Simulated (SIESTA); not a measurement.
The system is NbRh.

```
CELL_PARAMETERS angstrom
13.73477 0.00000 0.00000
0.00000 2.85862 0.00000
0.00000 0.00000 4.83995
ATOMIC_POSITIONS crystal
Rh 0.08279 0.50000 0.17062
Rh 0.91721 0.50000 0.82938
Rh 0.41721 0.50000 0.17062
Rh 0.58279 0.50000 0.82938
Rh 0.75000 0.50000 0.46638
Rh 0.25000 0.50000 0.53362
Nb 0.08451 0.00000 0.66898
Nb 0.91549 0.00000 0.33102
Nb 0.41549 0.00000 0.66898
Nb 0.58451 0.00000 0.33102
Nb 0.75000 0.00000 0.95395
Nb 0.25000 0.00000 0.04605
```

The cell comes from a database or a generator and needn't be the stable form of this composition.

| Property | Result |
| --- | --- |
| Program | SIESTA 5.4.2 |
| Task | single point |
| Functional | PBEsol |
| Potentials or basis | PseudoDojo 0.4 standard (PBEsol files) |
| Basis | DZP (energy shift 0.003 Ry; two zetas on semicore shells) |
| Grid cutoff | 800 Ry |
| Energy shift | 0.003 Ry |
| k mesh | 2 × 9 × 6 |
| Occupations | fermi-dirac, width 0.05 eV |
| Spin | no spin polarisation |

On this cell: pressure -4.8 GPa; largest force 0.082 eV/Å; band gap on the k mesh none (metal or under the smearing width).

The same run follows on a disturbed copy (atoms moved at random, drawn with an rms of 0.05 Å):

```
Rh Nb
1.0
    13.73477    0.00000    0.00000
     0.00000    2.85862    0.00000
     0.00000    0.00000    4.83995
Rh Nb
6 6
Direct
  0.08233 0.51556 0.17028
  0.91452 0.49140 0.82917
  0.42032 0.50701 0.17914
  0.58256 0.51031 0.82063
  0.74861 0.50476 0.47451
  0.24976 0.50215 0.53548
  0.08619 0.99113 0.65881
  0.91723 0.00520 0.33729
  0.42041 0.99986 0.67460
  0.58264 0.01005 0.32743
  0.74909 0.00947 0.96375
  0.25082 0.00132 0.04535
```

Question: What changes?

Answer: The energy (extrapolated to zero smearing) moves by +9.2 meV/atom; pressure -4.5 GPa; largest force 0.772 eV/Å; band gap on the k mesh none (metal or under the smearing width).

Forces on the atoms (eV/Å):
```
Rh   0.076 -0.290 -0.304
Rh   0.392  0.183  0.170
Rh  -0.566 -0.050 -0.215
Rh   0.256 -0.054  0.354
Rh   0.165  0.066 -0.315
Rh   0.409 -0.071 -0.055
Nb  -0.182  0.218  0.634
Nb  -0.434 -0.050 -0.241
Nb  -0.759  0.098  0.102
Nb   0.517 -0.033 -0.112
Nb   0.081 -0.091  0.034
Nb   0.045  0.077 -0.048
```

Stress tensor (GPa, compression positive):
```
-4.26 -0.06  0.15
-0.06 -4.90 -0.02
 0.15 -0.02 -4.45
```

Caveats: the basis of atomic orbitals isn't converged, which shifts pressures, moduli and gaps.
